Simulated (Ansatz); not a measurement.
Write a Python script for Ansatz 0.2.0 through its Python package that makes a short molecular-dynamics run of LaRu₂, space group Fd-3m. Settings: r2SCAN, PAW, the default cutoff (500 eV here), 2×2×2 k-points, Fermi-Dirac smearing of 0.1 eV.

```yaml
crystal:
  lattice:
    - [0.00000, 3.85500, 3.85500]
    - [3.85500, 0.00000, 3.85500]
    - [3.85500, 3.85500, 0.00000]
  atoms:
    - { symbol: La, position: [0.00000, 0.00000, 0.00000] }
    - { symbol: La, position: [0.25000, 0.25000, 0.25000] }
    - { symbol: Ru, position: [0.62500, 0.62500, 0.62500] }
    - { symbol: Ru, position: [0.12500, 0.62500, 0.62500] }
    - { symbol: Ru, position: [0.62500, 0.62500, 0.12500] }
    - { symbol: Ru, position: [0.62500, 0.12500, 0.62500] }
```

The script, `md.py`:
```python
import ansatz as az
from ase import Atoms
from ase.neighborlist import neighbor_list
import numpy as np
from pymatgen.core import Lattice, Structure
from pymatgen.io.ase import AseAtomsAdaptor

pmg_structure = Structure(
    Lattice([[0.0, 3.855, 3.855], [3.855, 0.0, 3.855], [3.855, 3.855, 0.0]]),
    ['La', 'La', 'Ru', 'Ru', 'Ru', 'Ru'],
    [
        [0.0, 0.0, 0.0],
        [0.25, 0.25, 0.25],
        [0.625, 0.625, 0.625],
        [0.125, 0.625, 0.625],
        [0.625, 0.625, 0.125],
        [0.625, 0.125, 0.625],
    ],
)
cell = az.Crystal.from_ase(AseAtomsAdaptor.get_atoms(pmg_structure))

setup = (
    cell.calculation()
    .functional('r2scan')
    .kpoints(2, 2, 2)
    .occupations(az.OccupationsMethod.FERMI_DIRAC)
    .md('langevin', timestep=3.0, steps=15, temperature=300, friction=0.05, initial_velocities='maxwell_boltzmann', seed=861)
)
steps = []


def collect(event):
    if event['event'] == 'md_step':
        steps.append(event['data'])


res = setup.session().plan().execute(on_event=collect)
report = res.report

print(' step   t (fs)     E_pot (eV)   E_kin (eV)    T (K)')
for s in steps[::1]:
    print(f'{s["step"]:5d} {s["time_fs"]:8.1f} {s["lagrangian_ev"]:14.4f} {s["e_kin_ev"]:12.4f} {s["temperature_k"]:8.1f}')

temperature = np.array([s['temperature_k'] for s in steps])
print(f'mean temperature of the second half {temperature[len(steps) // 2 :].mean():.1f} K')

symbols = [site.symbol for site in res.lattice.sites]
pairs = np.concatenate([neighbor_list('d', Atoms(symbols, positions=s['positions_ang'], cell=res.lattice.cell_ang, pbc=True), 4.5) for s in steps[len(steps) // 2 :]])
counts, edges = np.histogram(pairs, bins=np.arange(0.5, 4.51, 0.25))
for low, count in zip(edges, counts / (len(symbols) * len(steps[len(steps) // 2 :]))):
    print(f'{low:4.2f}-{low + 0.25:4.2f} A  {count:6.2f} neighbours an atom')

with open('trajectory.xyz', 'w') as handle:
    for s in steps[::5]:
        handle.write(f'{len(s["positions_ang"])}\nt = {s["time_fs"]} fs\n')
        for site, xyz in zip(res.lattice.sites, s['positions_ang']):
            handle.write('{} {:.4f} {:.4f} {:.4f}\n'.format(site.symbol, *xyz))
```

```console
$ python md.py
DeckWarning: md: disabling space-group detection — thermal motion breaks the input geometry's symmetry, so no spatial operation reduces the k-mesh or symmetrises the density; time reversal is kept, so that k and −k are solved as one point where they differ and the mesh holds both, and exact exchange and, on two spinor [...]
DeckWarning: basis.ecutwfc = 500 eV, auto-derived from the records' recommended cutoffs: set by La (their level for a meta-GGA)
 step   t (fs)     E_pot (eV)   E_kin (eV)    T (K)
    0      0.0    -36093.2721       0.1939    250.0
    1      3.0    -36093.2714       0.1475    190.1
    2      6.0    -36093.2699       0.1502    193.6
    3      9.0    -36093.2677       0.1737    223.9
    4     12.0    -36093.2655       0.1630    210.1
    5     15.0    -36093.2635       0.1572    202.8
    6     18.0    -36093.2615       0.0870    112.2
    7     21.0    -36093.2596       0.0654     84.3
    8     24.0    -36093.2568       0.1165    150.2
    9     27.0    -36093.2535       0.1022    131.7
   10     30.0    -36093.2517       0.1313    169.3
   11     33.0    -36093.2503       0.1384    178.4
   12     36.0    -36093.2476       0.2163    278.8
   13     39.0    -36093.2440       0.2741    353.4
   14     42.0    -36093.2396       0.2653    342.0
   15     45.0    -36093.2355       0.2844    366.7
mean temperature of the second half 246.3 K
0.50-0.75 A    0.00 neighbours an atom
0.75-1.00 A    0.00 neighbours an atom
1.00-1.25 A    0.00 neighbours an atom
1.25-1.50 A    0.00 neighbours an atom
1.50-1.75 A    0.00 neighbours an atom
1.75-2.00 A    0.00 neighbours an atom
2.00-2.25 A    0.00 neighbours an atom
2.25-2.50 A    0.00 neighbours an atom
2.50-2.75 A    3.29 neighbours an atom
2.75-3.00 A    0.71 neighbours an atom
3.00-3.25 A    7.42 neighbours an atom
3.25-3.50 A    1.92 neighbours an atom
3.50-3.75 A    0.00 neighbours an atom
3.75-4.00 A    0.00 neighbours an atom
4.00-4.25 A    0.00 neighbours an atom
4.25-4.50 A    0.00 neighbours an atom
```
(Warnings from the package without file and line, shortened.)

`trajectory.xyz`, as written:
```text
6
t = 0.0 fs
La 0.0000 0.0000 0.0000
La 1.9275 1.9275 1.9275
Ru 4.8187 4.8187 4.8187
Ru 4.8187 2.8912 2.8912
Ru 2.8912 2.8912 4.8187
Ru 2.8912 4.8187 2.8912
6
t = 15.0 fs
La -0.0036 -0.0033 -0.0202
La 1.9194 1.9230 1.9574
Ru 4.8222 4.8124 4.8451
Ru 4.8307 2.9001 2.8625
Ru 2.8684 2.8862 4.7999
Ru 2.8866 4.8074 2.8943
6
t = 30.0 fs
La -0.0127 -0.0093 -0.0337
La 1.9153 1.9153 1.9782
Ru 4.8184 4.8152 4.8431
Ru 4.8419 2.9231 2.8723
Ru 2.8827 2.8871 4.7929
Ru 2.8862 4.8002 2.8834
6
t = 45.0 fs
La -0.0266 -0.0126 -0.0458
La 1.9006 1.9082 2.0021
Ru 4.8099 4.8228 4.8502
Ru 4.8362 2.8957 2.9099
Ru 2.9210 2.9126 4.8142
Ru 2.9048 4.7820 2.8825
```

Total energies depend on the potentials; only differences at equal settings carry meaning. A total without «per atom» is that of the cell as typed. The starting cell is as deposited in a crystallographic database; the results hold for this polymorph, which needn't be the stable one. A small cell, a coarse mesh and a very short run: it shows the set-up and gives no equilibrium averages. Wall time of the script: 3.3 min on 1 thread of Arm Neoverse V2 (shared host), peak memory 0.84 GiB.

(Lines on the test bed's own set-up are left out of the output.)
